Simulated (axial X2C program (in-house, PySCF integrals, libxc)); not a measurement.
# Linear SGaS at several levels

One table from this session's results is given with a row withheld; the runs are named, their logs left out.

The runs use an in-house X2C program for linear molecules on PySCF integrals; all-electron X2C, two-component (2c) or spin-free, S dyall-av3z, Ga dyall-v3z.

All values are calculated.

2 further runs of the same task are left out: 2 set aside as unsound or not needed.

Set-up of the first run:

File task.json:

```json
{"zs": [16, 31, 16], "q": 0, "bas": ["dyall-av3z", "dyall-v3z", "dyall-av3z"], "r0": [2.11, 2.11], "symm": 1, "scan": ["PBE0", "HF", "B3LYP"], "levels": ["PBE0", "HF", "PBE"], "nst": 2}
```

Keys: zs atomic numbers; q charge; bas basis sets; r0 starting distance in Å; symm equal bonds; scan levels of the two-bond scan; levels methods; nst determinants followed.

Launch:

```bash
$ python solin.py task.json out
```

Masses S 31.972, Ga 68.926, S 31.972 u.

Steps of the session up to this table: Scan at PBE0, 2c; Scan at B3LYP, 2c; Scan at PBE0, spin-free.

One table of the session follows, with a row left open; its other results are not shown here.

| level | r(S–Ga) (Å) | r(Ga–S) (Å) | lower stretch (cm⁻¹) |
| --- | --- | --- | --- |
| PBE0, 2c | 2.058 | 2.058 | 422.2 |
| B3LYP, 2c | 2.075 | 2.075 | 405.6 |
| PBE0, spin-free | ? | ? | ? |
| B3LYP, spin-free | 2.074 | 2.074 | 405.9 |

Q: Estimate the row for PBE0, spin-free from the others.

As computed: r(S–Ga) (Å): 2.057; r(Ga–S) (Å): 2.057; lower stretch (cm⁻¹): 422.4. In the column «r(S–Ga) (Å)» it is the lowest.

Scans not shown above were run alike.

The molecule was held linear; bending was not examined, so a bent shape may lie lower. Note: functional without a current term on a determinant with orbital currents, of the molecule or an atom.
